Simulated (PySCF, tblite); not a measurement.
# 2,3-dimethylbenzenethiol (C8H10S): geometry, infrared bands and NMR shifts

What infrared bands and NMR shifts should 2,3-dimethylbenzenethiol (C8H10S) (`Cc1cccc(S)c1C`) show?

Computed with tblite 0.8.0 and PySCF 2.14.0, with density-fitted response routines of our own, on a single molecule in the gas phase. Atoms count from 0, in the outputs and in this text.

## (1) The starting structure

19 atoms, charge 0, multiplicity 1; geometry from: force field or distance geometry start.

Bonds of the start (Å): C0–C1 1.50, C1–C2 1.37, C2–C3 1.40, C3–C4 1.38, C4–C5 1.39, C5–S6 1.81, C5–C7 1.37, C7–C8 1.51, C7–C1 1.39, C0–H9 1.11, C0–H10 1.12, C0–H11 1.09, C2–H12 1.10, C3–H13 1.06, C4–H14 1.10, S6–H15 1.39, C8–H16 1.12, C8–H17 1.11, C8–H18 1.10.

## (2) Relaxing the molecule with GFN2-xTB

Job settings and geometry (Å):

```
{"job": {"kind": "relax", "xc": "GFN2-xTB", "basis": "xTB"}, "charge": 0, "multiplicity": 1}
C     -1.840300    -1.373000    -0.159400
C     -0.952500    -0.170800    -0.062800
C     -1.483600     1.088800    -0.133700
C     -0.712500     2.250800    -0.055300
C      0.644300     2.052800     0.139500
C      1.208800     0.785400     0.216400
S      3.001600     0.646300     0.449800
C      0.418200    -0.329200     0.130100
C      1.049100    -1.695700     0.223200
H     -2.893400    -1.025100    -0.191300
H     -1.721900    -1.957500     0.785200
H     -1.545200    -1.983800    -1.013700
H     -2.571200     1.229200    -0.268300
H     -1.159500     3.214400    -0.118300
H      1.279700     2.948600     0.208300
H      3.544500     0.379100    -0.805400
H      1.108100    -2.146900    -0.802000
H      2.102200    -1.544600     0.532700
H      0.513700    -2.359500     0.917500
```

The run is started by

```console
OMP_NUM_THREADS=1 python probes_run.py task.json out
```

The driver reads the jobs from task.json and runs them one after another.

**Question.** This job is followed by: GFN2-xTB harmonic vibrations, gas phase; GIAO PBE0/pcSseg-1 NMR shielding, non-relativistic, gas phase. What will the session give for the following? strongest single infrared mode (GFN2-xTB); zero-point energy (GFN2-xTB); ¹³C shifts against TMS (PBE0/pcSseg-1); ¹H shifts against TMS (PBE0/pcSseg-1, means over atoms taken as alike); ³³S shifts against CS2 (PBE0/pcSseg-1).

The runs gave:

| quantity | value |
| --- | --- |
| strongest single infrared mode (GFN2-xTB) | 2432 cm⁻¹, 92 km/mol |
| zero-point energy (GFN2-xTB) | 94.8 kcal/mol |
| ¹³C shifts against TMS (PBE0/pcSseg-1) | 142.2, 139.8, 139.0, 133.8, 133.1, 131.4, 24.5, 20.1 ppm |
| ¹H shifts against TMS (PBE0/pcSseg-1, means over atoms taken as alike) | 7.58, 7.32, 7.26, 3.19, 2.43, 2.34 ppm |
| ³³S shifts against CS2 (PBE0/pcSseg-1) | -32 ppm |

**Reading.** Over 102 steps the energy fell by 0.351 eV; of the close pairs, S6–H15 changed most, 1.393 to 1.331 Å. All 51 modes are real, so the xTB geometry is a minimum. The strongest single mode, at 2432 cm⁻¹, moves mainly H15. GFN2-xTB is a fitted tight-binding method: band positions and strengths are rough. Its intensities can rank the bands wrongly. At PBE0/pcSseg-1: The largest span, 362 ppm, is at S6, where the paramagnetic term is -520 ppm. NICS(1)zz of -26 ppm above the planar ring from C1 marks a diatropic (aromatic) ring current.
